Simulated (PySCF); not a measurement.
# SrCl+: electronic excitations at several levels of theory

How much do the electronic excitations of SrCl+ (`[Cl][Sr+]`) depend on the level of theory, and what does each level cost?

The runs use PySCF 2.14.0, with density-fitted response routines of our own; the level of theory stands in each step. All values are computed, except where a source is named. Atoms count from 0, in the outputs and in this text.

## 1. The starting structure

2 atoms, charge 1, multiplicity 1; geometry from: GFN2-xTB.

Bonds of the start (Å): Cl0–Sr1 2.48.

## 2. Geometry optimisation at PBE0-D3(BJ)/def2-TZVP

Job settings and geometry (Å):

```
{"job": {"xc": "PBE0", "basis": "def2-TZVP", "d3": "d3bj", "grid": 2, "kind": "geom"}, "charge": 1, "multiplicity": 1}
Cl     0.000000     0.000000     0.000000
Sr     0.000000     0.000000     2.484290
```

The log of the run:

```text
step   0  E = -490.62863077  max force = 0.005162
step   1  E = -490.62873495  max force = 0.001550
step   2  E = -490.62874325  max force = 0.000067
optimisation converged
```

Wall time 3.2 s (2 threads of Arm Neoverse V2, shared host).

Relaxation path:

```csv
step,energy from step 0 (eV),largest force component (eV/Å)
0,0.0000,0.2654
1,-0.0028,0.0797
2,-0.0031,0.0034
```

The bond:

```
   bond  before (Å)  after (Å)  change (Å)
Cl0–Sr1       2.484      2.462      -0.022
```

The final coordinates are the input of the step that follows.

| at the end point | value |
| --- | --- |
| point group (found at 0.08 Å tolerance) | C∞v |
| rotational constants (GHz, main isotopes) | 3.332, 3.332 |

## 3. Ultraviolet spectrum: CAM-B3LYP/def2-TZVPD

Job settings and geometry (Å):

```
{"job": {"kind": "uv", "xc": "CAM-B3LYP", "basis": "def2-TZVPD", "nstates": 12, "ntriplets": 4}, "charge": 1, "multiplicity": 1}
Cl    -0.000000    -0.000000     0.010977
Sr     0.000000     0.000000     2.473313
```

Method: TDDFT CAM-B3LYP/def2-TZVPD, vertical, gas phase, core orbitals frozen in the response.

The log of the run:

```text
coarse grid: 14408 points
cycle   1  E = -490.7224399661  dE = -1.420e+00  |g| = 3.791e-01  |ddm| = 2.609e+00
cycle   2  E = -490.7432358583  dE = -2.080e-02  |g| = 3.191e-01  |ddm| = 8.203e-01
cycle   3  E = -490.7667131433  dE = -2.348e-02  |g| = 4.612e-02  |ddm| = 3.550e-01
cycle   4  E = -490.7671883161  dE = -4.752e-04  |g| = 1.065e-02  |ddm| = 4.940e-02
cycle   5  E = -490.7672400816  dE = -5.177e-05  |g| = 3.493e-03  |ddm| = 1.961e-02
cycle   6  E = -490.7672501754  dE = -1.009e-05  |g| = 6.339e-04  |ddm| = 1.045e-02
cycle   7  E = -490.7672509682  dE = -7.927e-07  |g| = 1.037e-04  |ddm| = 4.131e-03
final grid: 25792 points
cycle   8  E = -490.7672931258  dE = -2.001e-08  |g| = 1.089e-04  |ddm| = 5.375e-04
cycle   9  E = -490.7672931270  dE = -1.266e-09  |g| = 1.105e-04  |ddm| = 1.947e-04
cycle  10  E = -490.7672931298  dE = -2.731e-09  |g| = 6.652e-06  |ddm| = 1.008e-04
cycle  11  E = -490.7672931298  dE = -7.503e-11  |g| = 2.724e-06  |ddm| = 3.088e-05
converged SCF energy = -490.7672931298

Static polarisability (au): isotropic 32.915, principal 25.892 25.892 46.960

Singlet excitations
state   eV       nm        f      main configurations
  1   4.5991    269.6   0.01200   H-1->L 0.95
  2   4.5991    269.6   0.01200   H->L 0.95
  3   5.0083    247.6   0.02015   H-2->L 0.94
  4   6.0296    205.6   0.00000   H-1->L+1 0.39, H->L+2 0.39, H->L+1 0.11
  5   6.0296    205.6   0.00000   H->L+1 0.39, H-1->L+2 0.39, H-1->L+1 0.11
  6   6.0982    203.3   0.00946   H->L+2 0.25, H-1->L+1 0.25, H-1->L+2 0.24
  7   6.0982    203.3   0.00946   H-1->L+2 0.25, H->L+1 0.25, H->L+2 0.24
  8   6.3336    195.8   0.00000   H-1->L+4 0.21, H->L+3 0.21, H->L+4 0.16
  9   6.3364    195.7   0.00000   H-2->L+2 0.86
 10   6.3364    195.7   0.00000   H-2->L+1 0.86
 11   6.3989    193.8   0.00000   H->L+4 0.31, H-1->L+3 0.31, H-2->L+1 0.13
 12   6.3989    193.8   0.00000   H->L+3 0.31, H-1->L+4 0.31, H-2->L+2 0.13

Triplet excitations (Tamm-Dancoff, eV): 4.5433 4.5433 4.8791 6.0129
```

It took 2.2 s on 2 threads of Arm Neoverse V2, shared host.

Frontier orbitals and where they lie:

```
orbital      eV               atoms
 HOMO−3  -26.61  Cl0 84 %, Sr1 16 %
 HOMO−2  -14.28  Cl0 87 %, Sr1 13 %
 HOMO−1  -13.84   Cl0 92 %, Sr1 8 %
   HOMO  -13.84   Cl0 92 %, Sr1 8 %
   LUMO   -6.37  Sr1 88 %, Cl0 12 %
 LUMO+1   -4.52            Sr1 98 %
 LUMO+2   -4.52            Sr1 98 %
```

With each of the 12 states as a Gaussian band of 0.4 eV half-width at 1/e, the curve within the window shown has maxima at 260 nm (ε 1,400), 203 nm (ε 770) L/(mol cm). Beyond the last state computed it falls off for lack of states. The curve at chosen wavelengths:

(nm, ε (L/mol/cm)): (185, 80), (190, 248), (195, 506), (200, 721), (205, 754), (210, 607), (215, 405), (220, 271), (225, 264), (230, 383), (235, 592), (240, 836), (245, 1063), (249, 1208), (254, 1330), (259, 1380), (264, 1359), (269, 1271), (274, 1126), (279, 944), (284, 750), (289, 565), (294, 404), (299, 276), (304, 181), (309, 114)

Further results of this job:

```csv
property,computed
polarisability (Å³),4.88
HOMO–LUMO gap (eV),7.46
−ε(HOMO) (eV),13.84
```

## 4. TDDFT and polarisability: PBE0/def2-TZVPD

Job settings and geometry (Å):

```
{"job": {"kind": "uv", "xc": "PBE0", "basis": "def2-TZVPD", "nstates": 12, "ntriplets": 4}, "charge": 1, "multiplicity": 1}
Cl    -0.000000    -0.000000     0.010977
Sr     0.000000     0.000000     2.473313
```

With the program's defaults for keys left out, this is: TDDFT PBE0/def2-TZVPD, vertical, gas phase, core orbitals frozen in the response.

The log of the run:

```text
coarse grid: 14408 points
cycle   1  E = -490.5815262076  dE = -1.393e+00  |g| = 3.991e-01  |ddm| = 2.643e+00
cycle   2  E = -490.5896730059  dE = -8.147e-03  |g| = 3.840e-01  |ddm| = 9.563e-01
cycle   3  E = -490.6264738864  dE = -3.680e-02  |g| = 7.684e-02  |ddm| = 4.795e-01
cycle   4  E = -490.6278376727  dE = -1.364e-03  |g| = 2.343e-02  |ddm| = 9.363e-02
cycle   5  E = -490.6279981736  dE = -1.605e-04  |g| = 2.071e-03  |ddm| = 2.009e-02
cycle   6  E = -490.6279994117  dE = -1.238e-06  |g| = 5.255e-04  |ddm| = 4.019e-03
final grid: 25792 points
cycle   7  E = -490.6280482261  dE =  7.894e-09  |g| = 6.450e-04  |ddm| = 1.276e-03
cycle   8  E = -490.6280481358  dE =  9.021e-08  |g| = 8.788e-04  |ddm| = 1.605e-03
cycle   9  E = -490.6280483554  dE = -2.195e-07  |g| = 3.280e-05  |ddm| = 8.516e-04
cycle  10  E = -490.6280483556  dE = -2.765e-10  |g| = 3.160e-06  |ddm| = 3.156e-05
converged SCF energy = -490.6280483556

Static polarisability (au): isotropic 33.374, principal 25.631 25.631 48.861

Singlet excitations
state   eV       nm        f      main configurations
  1   4.4858    276.4   0.00919   H-1->L 0.96
  2   4.4858    276.4   0.00919   H->L 0.96
  3   4.9569    250.1   0.02357   H-2->L 0.98
  4   5.7632    215.1   0.00000   H-1->L+1 0.46, H->L+2 0.46
  5   5.7632    215.1   0.00000   H->L+1 0.46, H-1->L+2 0.46
  6   5.8371    212.4   0.00799   H-1->L+2 0.49, H->L+1 0.49
  7   5.8371    212.4   0.00799   H->L+2 0.49, H-1->L+1 0.49
  8   6.0426    205.2   0.00000   H->L+4 0.35, H-1->L+3 0.35, H-1->L+4 0.13
  9   6.0598    204.6   0.00000   H->L+3 0.24, H-1->L+4 0.24, H->L+4 0.16
 10   6.0598    204.6   0.00000   H-1->L+3 0.24, H->L+4 0.24, H->L+3 0.16
 11   6.1807    200.6   0.00000   H-2->L+1 0.85
 12   6.1807    200.6   0.00000   H-2->L+2 0.85

Triplet excitations (Tamm-Dancoff, eV): 4.4274 4.4274 4.8026 5.7424
```

Run time: 1.8 s. Hardware: 2 threads of Arm Neoverse V2, shared host.

Key values: HOMO -12.53 eV, LUMO -6.89 eV; lowest singlet 4.49 eV.

## 5. Ultraviolet spectrum: PBE/def2-TZVPD

Job settings and geometry (Å):

```
{"job": {"kind": "uv", "xc": "PBE", "basis": "def2-TZVPD", "nstates": 12, "ntriplets": 4}, "charge": 1, "multiplicity": 1}
Cl    -0.000000    -0.000000     0.010977
Sr     0.000000     0.000000     2.473313
```

Level: TDDFT PBE/def2-TZVPD, vertical, gas phase, core orbitals frozen in the response.

The log of the run:

```text
coarse grid: 14408 points
cycle   1  E = -490.5353066753  dE = -1.335e+00  |g| = 4.597e-01  |ddm| = 2.675e+00
cycle   2  E = -490.5191834801  dE =  1.612e-02  |g| = 5.335e-01  |ddm| = 1.250e+00
cycle   3  E = -490.5897435528  dE = -7.056e-02  |g| = 1.417e-01  |ddm| = 7.252e-01
cycle   4  E = -490.5943523714  dE = -4.609e-03  |g| = 6.044e-02  |ddm| = 2.073e-01
cycle   5  E = -490.5955596447  dE = -1.207e-03  |g| = 4.342e-03  |ddm| = 5.342e-02
cycle   6  E = -490.5955638154  dE = -4.171e-06  |g| = 1.277e-03  |ddm| = 5.886e-03
final grid: 25792 points
cycle   7  E = -490.5956232174  dE =  1.285e-06  |g| = 2.323e-03  |ddm| = 4.329e-03
cycle   8  E = -490.5956171759  dE =  6.042e-06  |g| = 4.949e-03  |ddm| = 7.960e-03
cycle   9  E = -490.5956251189  dE = -7.943e-06  |g| = 2.463e-04  |ddm| = 5.156e-03
cycle  10  E = -490.5956251347  dE = -1.587e-08  |g| = 2.234e-05  |ddm| = 2.450e-04
cycle  11  E = -490.5956251349  dE = -1.717e-10  |g| = 3.973e-06  |ddm| = 1.892e-05
converged SCF energy = -490.5956251349

Static polarisability (au): isotropic 35.849, principal 26.498 26.498 54.552

Singlet excitations
state   eV       nm        f      main configurations
  1   3.7388    331.6   0.00550   H-1->L 0.54, H->L 0.46
  2   3.7388    331.6   0.00550   H->L 0.54, H-1->L 0.46
  3   4.2550    291.4   0.02690   H-2->L 0.99
  4   4.9490    250.5   0.00000   H->L+1 0.50, H-1->L+2 0.50
  5   4.9490    250.5   0.00000   H-1->L+1 0.50, H->L+2 0.50
  6   5.0257    246.7   0.00586   H-1->L+2 0.44, H->L+1 0.44
  7   5.0257    246.7   0.00586   H->L+2 0.44, H-1->L+1 0.44
  8   5.3192    233.1   0.00000   H->L+3 0.33, H-1->L+4 0.33, H->L+4 0.17
  9   5.3380    232.3   0.00000   H-1->L+3 0.41, H->L+4 0.41, H-2->L+1 0.14
 10   5.3380    232.3   0.00000   H-1->L+4 0.41, H->L+3 0.41, H-2->L+2 0.14
 11   5.4432    227.8   0.00000   H-2->L+1 0.86
 12   5.4432    227.8   0.00000   H-2->L+2 0.86

Triplet excitations (Tamm-Dancoff, eV): 3.6881 3.6881 4.0862 4.9286
```

Wall time 1.7 s (2 threads of Arm Neoverse V2, shared host).

This run: HOMO -11.32 eV, LUMO -7.58 eV; lowest singlet 3.74 eV.

## 6. Excited states and response: B3LYP/def2-TZVPD

Job settings and geometry (Å):

```
{"job": {"kind": "uv", "xc": "B3LYP", "basis": "def2-TZVPD", "nstates": 12, "ntriplets": 4}, "charge": 1, "multiplicity": 1}
Cl    -0.000000    -0.000000     0.010977
Sr     0.000000     0.000000     2.473313
```

Method: TDDFT B3LYP/def2-TZVPD, vertical, gas phase, core orbitals frozen in the response.

The log of the run:

```text
coarse grid: 14408 points
cycle   1  E = -490.7597014826  dE = -1.369e+00  |g| = 4.207e-01  |ddm| = 2.642e+00
cycle   2  E = -490.7529425360  dE =  6.759e-03  |g| = 4.674e-01  |ddm| = 1.085e+00
cycle   3  E = -490.8082290841  dE = -5.529e-02  |g| = 1.009e-01  |ddm| = 6.040e-01
cycle   4  E = -490.8107524756  dE = -2.523e-03  |g| = 2.979e-02  |ddm| = 1.246e-01
cycle   5  E = -490.8110119588  dE = -2.595e-04  |g| = 2.326e-03  |ddm| = 2.394e-02
cycle   6  E = -490.8110133995  dE = -1.441e-06  |g| = 5.675e-04  |ddm| = 4.338e-03
final grid: 25792 points
cycle   7  E = -490.8110587625  dE =  5.422e-08  |g| = 7.665e-04  |ddm| = 1.469e-03
cycle   8  E = -490.8110585482  dE =  2.143e-07  |g| = 1.176e-03  |ddm| = 2.068e-03
cycle   9  E = -490.8110589485  dE = -4.003e-07  |g| = 5.033e-05  |ddm| = 1.169e-03
cycle  10  E = -490.8110589491  dE = -6.278e-10  |g| = 2.951e-06  |ddm| = 4.863e-05
converged SCF energy = -490.8110589491

Static polarisability (au): isotropic 34.441, principal 26.125 26.125 51.073

Singlet excitations
state   eV       nm        f      main configurations
  1   4.0686    304.7   0.00713   H->L 0.64, H-1->L 0.36
  2   4.0686    304.7   0.00713   H-1->L 0.64, H->L 0.36
  3   4.5535    272.3   0.02617   H-2->L 0.98
  4   5.4293    228.4   0.00000   H->L+1 0.50, H-1->L+2 0.50
  5   5.4293    228.4   0.00000   H-1->L+1 0.50, H->L+2 0.50
  6   5.5066    225.2   0.00708   H->L+2 0.48, H-1->L+1 0.48
  7   5.5066    225.2   0.00708   H-1->L+2 0.48, H->L+1 0.48
  8   5.7471    215.7   0.00000   H-1->L+3 0.44, H->L+4 0.44
  9   5.7662    215.0   0.00000   H->L+4 0.31, H-1->L+3 0.31, H-2->L+2 0.17
 10   5.7662    215.0   0.00000   H-1->L+4 0.31, H->L+3 0.31, H-2->L+1 0.17
 11   5.8530    211.8   0.00000   H-2->L+1 0.83
 12   5.8533    211.8   0.00000   H-2->L+2 0.83

Triplet excitations (Tamm-Dancoff, eV): 4.0233 4.0233 4.4198 5.4141
```

Wall time 1.7 s (2 threads of Arm Neoverse V2, shared host).

This run: HOMO -12.28 eV, LUMO -7.30 eV; lowest singlet 4.07 eV.

## 7. Side by side: electronic excitations

Excitations and ground-state properties, with basis size and wall time:

```
                 run  lowest singlet (eV)  brightest (eV)      f  gap (eV)  α (Å³)  functions   time
CAM-B3LYP/def2-TZVPD                 4.60            5.01  0.020      7.46    4.88         79  2.2 s
     PBE0/def2-TZVPD                 4.49            4.96  0.024      5.64    4.95         79  1.8 s
      PBE/def2-TZVPD                 3.74            4.25  0.027      3.74    5.31         79  1.7 s
    B3LYP/def2-TZVPD                 4.07            4.55  0.026      4.98    5.10         79  1.7 s
```

## 8. Results

```
                                quantity                        value
                             point group                          C∞v
    rotational constants (main isotopes)               3.33, 3.33 GHz
   lowest singlet (CAM-B3LYP/def2-TZVPD)  4.60 eV (270 nm), f = 0.012
brightest single state of those computed  state 3, 5.01 eV, f = 0.020
                          lowest triplet                      4.54 eV
             range of the lowest singlet              3.74 to 4.60 eV
```

In words: Single values in the summary come from the first run of each kind that ended normally (CAM-B3LYP/def2-TZVPD), which need not be the best level. Relaxing lowered the energy by 0.003 eV in 2 steps; the close pair that moved most is Cl0–Sr1, from 2.484 to 2.462 Å. The first singlet state (HOMO−1→LUMO 0.95) lies at 4.60 eV and is weak; of the 12 states computed, the strongest absorption comes from states 1 to 2 together at 4.60 eV. The lowest triplet lies 0.06 eV below the lowest singlet (triplets in Tamm-Dancoff, singlets in full TDDFT). The lowest singlet runs from 3.74 eV (PBE/def2-TZVPD) to 4.60 eV (CAM-B3LYP/def2-TZVPD), while the orbital gap spans 3.74 to 7.46 eV: the excitation energy moves far less from run to run than the orbital gap does. The lowest state need not be the same one in every run.
